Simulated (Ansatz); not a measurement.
# Ir3Rh (Pm-3m) in Ansatz: a series of runs

One crystal, Ir3Rh, is run at these levels: PBEsol; tasks: single point.

All numbers are computed with Ansatz 0.2.0; they aren't measurements. Logs are shortened: lines on timing, memory, paths and dates and some standing lists are left out, and cuts for length are marked.

**1. The crystal as given**

Symmetry: Pm-3m, No. 221, cubic system. Conventional cell: a = 3.840 Å, b = 3.840 Å, c = 3.840 Å, α = 90.00°, β = 90.00°, γ = 90.00°. Ir (site symmetry 4/mmm) has 8 Ir at 2.72 Å and 4 Rh at 2.72 Å as nearest neighbours. Around Rh (site symmetry m-3m) lie 12 Ir at 2.72 Å.

The cell comes from a database or a generator and needn't be the stable form of this composition.

**2. Single point, PBEsol, 13.31 Å³/atom (volume scaled by 0.94)**

Contents of input.yaml:

```yaml
crystal:
  lattice:
    - [3.7619396515, 0.0, 0.0]
    - [0.0, 3.7619396515, 0.0]
    - [0.0, 0.0, 3.7619396515]
  atoms:
    - { symbol: Ir, position: [0.5, 0.5, 0.0] }
    - { symbol: Ir, position: [0.0, 0.5, 0.5] }
    - { symbol: Ir, position: [0.5, 0.0, 0.5] }
    - { symbol: Rh, position: [0.0, 0.0, 0.0] }
kpoints:
  mp_grid: { grid: [7, 7, 7] }
scf:
  occupations: { method: fermi_dirac, width: 0.05 }
hamiltonian:
  xc: pbesol
  pseudopotentials: { kind: all_electron, lapw: { basis_error: 0.001 } }
output:
  forces: true
  stress: true
  eigenvalues: true
```

Potentials or basis: all-electron LAPW, scalar-relativistic.

Launch:

```console
$ ansatz run input.yaml --threads 2 --pin off --max-ram 8192MiB --backend cpu --events-out ev --progress --plain --runs-dir out
```

The log of the run:

```text
Warning: RAYON_NUM_THREADS=2 ignored (pool sized by the plan → 2); use --threads N
LAPW: plane waves up to 8.834 Å⁻¹, error target 1.0e-3 eV per atom; small_component_spin mean_spin; Rh in spheres of 1.330 Å, 27 of its electrons in bands, Dirac shells []; Ir in spheres of 1.330 Å, 41 of its electrons in bands, Dirac shells [] (how accurate: hamiltonian.pseudopotentials.lapw.basis_error, Limitations)
Engine: ansatz 0.2.0, aarch64-unknown-linux-gnu
Pseudopotentials: kind: all_electron
Pseudopotential: Ir, LAPW, valence charge 41, lapw/all_electron/scalar/gaussian/Ir, Koelling and Harmon's equation, gaussian nucleus
Pseudopotential: Rh, LAPW, valence charge 27, lapw/all_electron/scalar/gaussian/Rh, Koelling and Harmon's equation, gaussian nucleus
Functional definition: PBEsol
  exchange = pbesol_x
  correlation = pbesol_c
Crystal: 4 atoms, lattice volume = 53.240 Å³
Basis set: ecut = 297.300965070084 eV, 619 PW (Γ), exchange–correlation at level 2
Bands: 90, of which v1, the nominal top of the filled ones, is band 75 counted from 1 (74 counted from 0)
Symmetry: 48 space group operations
Space group: Pm-3m (ITA 221), of the structure as read, at distance tolerance 3.8e-5 Å
k-points: 20 of 343
Non-local potential: Ir, projectors of the file, none
Non-local potential: Rh, projectors of the file, none
Initial density: superposition of atomic densities (chi_scale 0.1, normalization cell, long waves kept (reshape's long-wave potential 0.00 eV rms))
Initial wavefunctions: plane waves of lowest kinetic energy (no species holds an atomic orbital)
Functional: x = pbesol(κ = 0.804, μ = 0.12345679012345678), c = pbesol(β = 0.046)
iter 1 solved again at ethr=2.75e-3 eV; its pass at ethr=1.00e-1 eV (dr2=4.13e0 eV) is discarded
SCF iter   1: F=—  HF=-1584793.928364 eV  |F-HF|=—  |Δ(HF+E_count)|=         —  Δρ=6.38e-2  dr2=4.13e0  ethr=2.75e-3  ⟨swp⟩=2.0  Hψ=10988  notcnv=0
preconditioner: auto → Kerker (q_TF=auto, 3.242 Å⁻¹)  [metal: Δε(μ)=0.018 eV  Ē_g=13.224 eV  σ=0.050 eV  W_gap=0.09  n_scr=26 (ndim 8)  ℏωp=30.5 eV  f_vac=0.000  D(μ)=5.17/eV (n_scr^D=80)]
SCF iter   2: F=—  HF=-1584795.431811 eV  |F-HF|=—  |Δ(HF+E_count)|=    1.50e0  Δρ=7.42e-2  dr2=5.89e0  ethr=2.75e-3  ⟨swp⟩=3.0  Hψ=5008  notcnv=0
SCF iter   3: F=—  HF=-1584792.578519 eV  |F-HF|=—  |Δ(HF+E_count)|=    2.85e0  Δρ=2.62e-2  dr2=6.76e-1  ethr=2.75e-3  ⟨swp⟩=2.0  Hψ=4864  notcnv=0
SCF iter   4: F=—  HF=-1584792.278612 eV  |F-HF|=—  |Δ(HF+E_count)|=   3.00e-1  Δρ=8.59e-3  dr2=7.83e-2  ethr=4.51e-4  ⟨swp⟩=2.0  Hψ=5449  notcnv=0
SCF iter   5: F=—  HF=-1584792.266827 eV  |F-HF|=—  |Δ(HF+E_count)|=         —  Δρ=6.85e-3  dr2=5.09e-2  ethr=5.22e-5  ⟨swp⟩=2.0  Hψ=5206  notcnv=0
the basis was enlarged: its passes take 751.9 KiB over the memory plan, 2 of 2 planned eigensolver slots
iter 6 solved again at ethr=7.32e-7 eV; its pass at ethr=3.39e-5 eV (dr2=1.10e-3 eV) is discarded
SCF iter   6: F=—  HF=-1584792.258491 eV  |F-HF|=—  |Δ(HF+E_count)|=   8.34e-3  Δρ=1.39e-3  dr2=1.10e-3  ethr=7.32e-7  ⟨swp⟩=2.0  Hψ=8819  notcnv=0
SCF iter   7: F=—  HF=-1584792.258114 eV  |F-HF|=—  |Δ(HF+E_count)|=   3.77e-4  Δρ=1.14e-3  dr2=1.49e-3  ethr=7.32e-7  ⟨swp⟩=2.0  Hψ=5206  notcnv=0
SCF iter   8: F=—  HF=-1584792.257742 eV  |F-HF|=—  |Δ(HF+E_count)|=   3.72e-4  Δρ=7.77e-4  dr2=7.88e-4  ethr=7.32e-7  ⟨swp⟩=2.0  Hψ=5206  notcnv=0
SCF iter   9: F=—  HF=-1584792.257617 eV  |F-HF|=—  |Δ(HF+E_count)|=   1.25e-4  Δρ=2.59e-4  dr2=8.69e-5  ethr=5.25e-7  ⟨swp⟩=2.0  Hψ=5131  notcnv=0
SCF iter  10: F=—  HF=-1584792.257603 eV  |F-HF|=—  |Δ(HF+E_count)|=   1.45e-5  Δρ=5.81e-5  dr2=2.20e-6  ethr=5.80e-8  ⟨swp⟩=2.0  Hψ=5206  notcnv=0
SCF iter  11: F=—  HF=-1584792.257602 eV  |F-HF|=—  |Δ(HF+E_count)|=   5.25e-7  Δρ=2.29e-5  dr2=3.57e-7  ethr=1.47e-9  ⟨swp⟩=2.0  Hψ=5206  notcnv=0
SCF iter  12: F=-1584792.257602 eV  HF=-1584792.257602 eV  |F-HF|=1.22e-7  |Δ(HF+E_count)|=   1.15e-7  Δρ=7.70e-6  dr2=6.27e-8  ethr=2.38e-10  ⟨swp⟩=2.0  Hψ=5206  notcnv=0
SCF 1 converged in 12 iterations: F = -1584792.257602 eV  dr2 = 6.27e-8
SCF converged after 12 iterations
Free energy (F): -1584792.257602 eV
Harris-Foulkes:  -1584792.257602 eV  (|F-HF|=1.22e-7)
Internal energy: -1584792.215759 eV  (E = F + TS)
E sigma→0 (E₀):  -1584792.236680 eV
Entropy (-TS):   -0.041844 eV (-10.461 meV/atom)
Fermi energy:    31.943896 eV
--- Per-component energies (eV) ---
  E_band       = -11177.826209
  E_kinetic    = 1781425.746318
  E_xc         = -31733.054242
  E_electrostatic = -3334484.907834  (all electrons and nuclei)
  E_smearing   = -0.041844  (= −TS)
  E_closure    = 0.000000  (closes the sum)
  E_atoms      = -1584753.639848  (free atoms, spherical and without spin; not in F)
  Σ components = -1584792.257602   (vs F -1584792.257602, Δ=0.00e0)
  Basis errors (estimates in eV, not in F): energy 2.2e-4 per atom: plane waves 1.8e-4 (8.9e-5 summed), levels above the bands 2.2e-124, relativity 5.3e-8, radial functions 4.3e-5, core shells 7.5e-7; eigenvalues (radial functions only) 1.9e-6; not estimated: angular momenta, meshes, grids; target (lapw.basis_error) 1.0e-3; muffin-tin radii Rh 1.330 Å, Ir 1.330 Å
--- Forces (eV/Å), atoms counted from 1 ---
  atom   1  Ir     0.00000000     0.00000000    -0.00000000
  atom   2  Ir     0.00000000     0.00000000     0.00000000
  atom   3  Ir    -0.00000000    -0.00000000     0.00000000
  atom   4  Rh    -0.00000000    -0.00000000    -0.00000000
  max |Σ_I F_I| component: 2.63e-30 eV/Å
--- Stress (GPa, compression-positive) ---
       17.911507      -0.000000       0.000000
       -0.000000      17.911507       0.000000
        0.000000       0.000000      17.911507
  P = ⅓ Tr σ = 17.9115 GPa (179.115 kbar)
--- Band table (eV; the first three rows and the last of 20) ---
  k-point 0: bands = ["-265.3901", "-265.3901", "-265.3901", "-265.3573", "-265.3573", "-253.3091", "-253.3091", "-253.3091", "-253.3091", "-253.3091", "-253.3091", "-253.2935", "-253.2935", "-253.2935", "-253.2720", "-253.2720", "-253.2720", "-253.2596", "-253.2596", "-253.2596", "-60.8763", "-60.7885", "-60.7885", "-47.2058", "-25.2098", "-25.2026", "-25.2026", "-25.1848", "-25.1848", "-25.1848", "-25.1805", "-25.1805", "-25.1805", "-25.1749", "-25.1749", "-25.1749", "-25.1630", "-25.1630", "-25.1630", "-25.1504", "-25.1504", "-25.1504", "-25.1476", "-25.1476", "-25.1476", "-18.0638", "-18.0638", "-18.0638", "-17.6185", "-17.6185", "-17.6185", "-17.4040", "-17.4040", "-17.4040", "-15.1016", "-15.1016", "-15.1016", "20.9999", "23.7861", "23.9612", "23.9612", "24.4346", "24.4346", "24.4346", "28.0400", "28.0400", "28.0400", "30.7828", "30.7828", "32.7888", "32.7888", "33.2052", "33.2052", "33.2052", "33.2480", "33.8799", "33.8799", "33.8799", "34.0842", "34.0842", "34.0842", "43.2034", "43.2034", "44.0424", "44.0424", "44.0424", "44.2668", "44.2668", "44.2668", "45.2909"]
  k-point 1: bands = ["-265.3901", "-265.3901", "-265.3901", "-265.3573", "-265.3573", "-253.3091", "-253.3091", "-253.3091", "-253.3091", "-253.3091", "-253.3091", "-253.2935", "-253.2935", "-253.2935", "-253.2720", "-253.2720", "-253.2720", "-253.2596", "-253.2596", "-253.2596", "-60.8725", "-60.7923", "-60.7884", "-47.2058", "-25.2095", "-25.2029", "-25.2026", "-25.1846", "-25.1846", "-25.1843", "-25.1804", "-25.1804", "-25.1804", "-25.1753", "-25.1752", "-25.1752", "-25.1630", "-25.1630", "-25.1630", "-25.1505", "-25.1503", "-25.1503", "-25.1477", "-25.1477", "-25.1476", "-18.0439", "-18.0439", "-18.0312", "-17.6246", "-17.6246", "-17.6205", "-17.4363", "-17.4163", "-17.4163", "-15.1107", "-15.1053", "-15.1053", "21.3127", "23.9952", "24.1321", "24.2103", "24.5704", "24.6558", "24.6558", "27.8006", "28.2151", "28.2151", "30.5128", "30.8697", "31.5521", "31.5521", "32.3645", "32.5432", "32.9257", "32.9412", "33.0508", "33.0508", "33.2038", "33.8811", "36.1922", "36.1922", "42.3523", "42.8142", "44.0160", "44.0160", "44.8529", "44.9553", "44.9553", "45.0451", "46.0567"]
  k-point 2: bands = ["-265.3901", "-265.3901", "-265.3901", "-265.3573", "-265.3573", "-253.3091", "-253.3091", "-253.3091", "-253.3091", "-253.3091", "-253.3091", "-253.2935", "-253.2935", "-253.2935", "-253.2720", "-253.2720", "-253.2720", "-253.2596", "-253.2596", "-253.2596", "-60.8620", "-60.8027", "-60.7884", "-47.2059", "-25.2087", "-25.2038", "-25.2026", "-25.1841", "-25.1841", "-25.1830", "-25.1803", "-25.1800", "-25.1800", "-25.1765", "-25.1759", "-25.1759", "-25.1630", "-25.1630", "-25.1630", "-25.1505", "-25.1499", "-25.1499", "-25.1481", "-25.1481", "-25.1477", "-17.9920", "-17.9920", "-17.9397", "-17.6478", "-17.6478", "-17.6249", "-17.5271", "-17.4420", "-17.4420", "-15.1312", "-15.1137", "-15.1137", "22.1865", "24.4060", "24.6676", "24.8759", "24.9645", "25.3101", "25.3101", "27.1836", "28.7325", "28.7325", "29.5551", "29.5551", "29.8256", "30.7716", "31.1031", "31.3245", "31.5734", "31.9272", "31.9272", "32.5101", "33.2012", "33.8837", "38.4982", "38.4982", "41.4845", "42.1128", "43.5110", "43.5110", "45.2069", "46.0671", "46.9456", "46.9456", "48.0384"]
  k-point 19: bands = ["-265.3901", "-265.3901", "-265.3901", "-265.3573", "-265.3573", "-253.3091", "-253.3091", "-253.3091", "-253.3091", "-253.3091", "-253.3091", "-253.2935", "-253.2935", "-253.2935", "-253.2720", "-253.2720", "-253.2720", "-253.2596", "-253.2596", "-253.2596", "-60.8203", "-60.8160", "-60.8160", "-47.2055", "-25.2054", "-25.2051", "-25.2051", "-25.1853", "-25.1853", "-25.1841", "-25.1840", "-25.1840", "-25.1747", "-25.1747", "-25.1747", "-25.1732", "-25.1671", "-25.1605", "-25.1605", "-25.1504", "-25.1503", "-25.1503", "-25.1478", "-25.1478", "-25.1476", "-18.2571", "-17.9854", "-17.9854", "-17.9834", "-17.4577", "-17.4577", "-17.4055", "-17.4054", "-17.4054", "-15.1038", "-15.0973", "-15.0973", "23.7436", "23.9072", "23.9072", "24.4123", "27.7129", "27.7300", "27.7300", "27.9935", "27.9935", "28.0582", "28.1539", "28.1539", "30.3448", "30.5390", "30.5390", "30.6907", "32.6244", "32.6244", "32.8445", "32.8445", "33.2681", "33.6656", "34.0324", "34.0324", "39.7400", "39.7400", "40.4021", "42.2064", "45.9665", "46.0210", "46.1080", "46.1080", "51.6000"]
```

Wall time 27 s (2 threads of Arm Neoverse V1, shared host); peak memory 0.56 GiB.

What came out:

* Free energy: -1584792.2576 eV
* Pressure: 17.9 GPa
* Band gap on the k mesh: none (metal or under the smearing width)

**3. Single point, PBEsol, 13.59 Å³/atom (volume scaled by 0.96)**

Changes to input.yaml since step 2:

```diff
@@ -2,5 +2,5 @@
   lattice:
-    - [3.7619396515, 0.0, 0.0]
-    - [0.0, 3.7619396515, 0.0]
-    - [0.0, 0.0, 3.7619396515]
+    - [3.7884330571, 0.0, 0.0]
+    - [0.0, 3.7884330571, 0.0]
+    - [0.0, 0.0, 3.7884330571]
   atoms:
```

Potentials or basis: all-electron LAPW, scalar-relativistic.

Launch:

```console
$ ansatz run input.yaml --threads 2 --pin off --max-ram 8192MiB --backend cpu --events-out ev --progress --plain --runs-dir out
```

Wall time 25 s (2 threads of Arm Neoverse V1, shared host); peak memory 0.56 GiB.

The run converged. Its results:

- Free energy: -1584792.3516 eV
- Pressure: 8.9 GPa
- Band gap on the k mesh: none (metal or under the smearing width)

**4. Single point, PBEsol, 13.88 Å³/atom (volume scaled by 0.98)**

Changes to input.yaml since step 3:

```diff
@@ -2,5 +2,5 @@
   lattice:
-    - [3.7884330571, 0.0, 0.0]
-    - [0.0, 3.7884330571, 0.0]
-    - [0.0, 0.0, 3.7884330571]
+    - [3.8145610073, 0.0, 0.0]
+    - [0.0, 3.8145610073, 0.0]
+    - [0.0, 0.0, 3.8145610073]
   atoms:
```

Launch:

```console
$ ansatz run input.yaml --threads 2 --pin off --max-ram 8192MiB --backend cpu --events-out ev --progress --plain --runs-dir out
```

Wall time 25 s (2 threads of Arm Neoverse V1, shared host); peak memory 0.56 GiB.

Results (log left out):

| Quantity | Value |
| --- | --- |
| Free energy | -1584792.3854 eV |
| Pressure | 0.9 GPa |
| Band gap on the k mesh | none (metal or under the smearing width) |

**5. Single point, PBEsol, 14.16 Å³/atom**

Changes to input.yaml since step 4:

```diff
@@ -2,5 +2,5 @@
   lattice:
-    - [3.8145610073, 0.0, 0.0]
-    - [0.0, 3.8145610073, 0.0]
-    - [0.0, 0.0, 3.8145610073]
+    - [3.84033585, 0.0, 0.0]
+    - [0.0, 3.84033585, 0.0]
+    - [0.0, 0.0, 3.84033585]
   atoms:
```

Launch:

```console
$ ansatz run input.yaml --threads 2 --pin off --max-ram 8192MiB --backend cpu --events-out ev --progress --plain --runs-dir out
```

Wall time 26 s (2 threads of Arm Neoverse V1, shared host); peak memory 0.56 GiB.

The run converged. Its results:

| Item | Value |
| --- | --- |
| Free energy | -1584792.3660 eV |
| Pressure | -6.2 GPa |
| Band gap on the k mesh | none (metal or under the smearing width) |

**6. Single point, PBEsol, 14.44 Å³/atom (volume scaled by 1.02)**

Changes to input.yaml since step 5:

```diff
@@ -2,5 +2,5 @@
   lattice:
-    - [3.84033585, 0.0, 0.0]
-    - [0.0, 3.84033585, 0.0]
-    - [0.0, 0.0, 3.84033585]
+    - [3.8657692789, 0.0, 0.0]
+    - [0.0, 3.8657692789, 0.0]
+    - [0.0, 0.0, 3.8657692789]
   atoms:
```

Potentials or basis: all-electron LAPW, scalar-relativistic.

Launch:

```console
$ ansatz run input.yaml --threads 2 --pin off --max-ram 8192MiB --backend cpu --events-out ev --progress --plain --runs-dir out
```

It took 26 s on 2 threads of Arm Neoverse V1, shared host; peak memory 0.56 GiB.

The run converged. Its results:

```
Free energy            : -1584792.2995 eV
Pressure               : -12.5 GPa
Band gap on the k mesh : none (metal or under the smearing width)
```

**7. Single point, PBEsol, 14.73 Å³/atom (volume scaled by 1.04)**

Changes to input.yaml since step 6:

```diff
@@ -2,5 +2,5 @@
   lattice:
-    - [3.8657692789, 0.0, 0.0]
-    - [0.0, 3.8657692789, 0.0]
-    - [0.0, 0.0, 3.8657692789]
+    - [3.8908723803, 0.0, 0.0]
+    - [0.0, 3.8908723803, 0.0]
+    - [0.0, 0.0, 3.8908723803]
   atoms:
```

Launch:

```console
$ ansatz run input.yaml --threads 2 --pin off --max-ram 8192MiB --backend cpu --events-out ev --progress --plain --runs-dir out
```

It took 26 s on 2 threads of Arm Neoverse V1, shared host; peak memory 0.56 GiB.

The run converged. Its results:

* Free energy: -1584792.1915 eV
* Pressure: -18.0 GPa
* Band gap on the k mesh: none (metal or under the smearing width)

**8. Single point, PBEsol, 15.01 Å³/atom (volume scaled by 1.06)**

Changes to input.yaml since step 7:

```diff
@@ -2,5 +2,5 @@
   lattice:
-    - [3.8908723803, 0.0, 0.0]
-    - [0.0, 3.8908723803, 0.0]
-    - [0.0, 0.0, 3.8908723803]
+    - [3.9156556751, 0.0, 0.0]
+    - [0.0, 3.9156556751, 0.0]
+    - [0.0, 0.0, 3.9156556751]
   atoms:
```

Launch:

```console
$ ansatz run input.yaml --threads 2 --pin off --max-ram 8192MiB --backend cpu --events-out ev --progress --plain --runs-dir out
```

Run time: 26 s. Hardware: 2 threads of Arm Neoverse V1, shared host; peak memory 0.56 GiB.

It converged, with:

- Free energy: -1584792.0469 eV
- Pressure: -22.8 GPa
- Band gap on the k mesh: none (metal or under the smearing width)
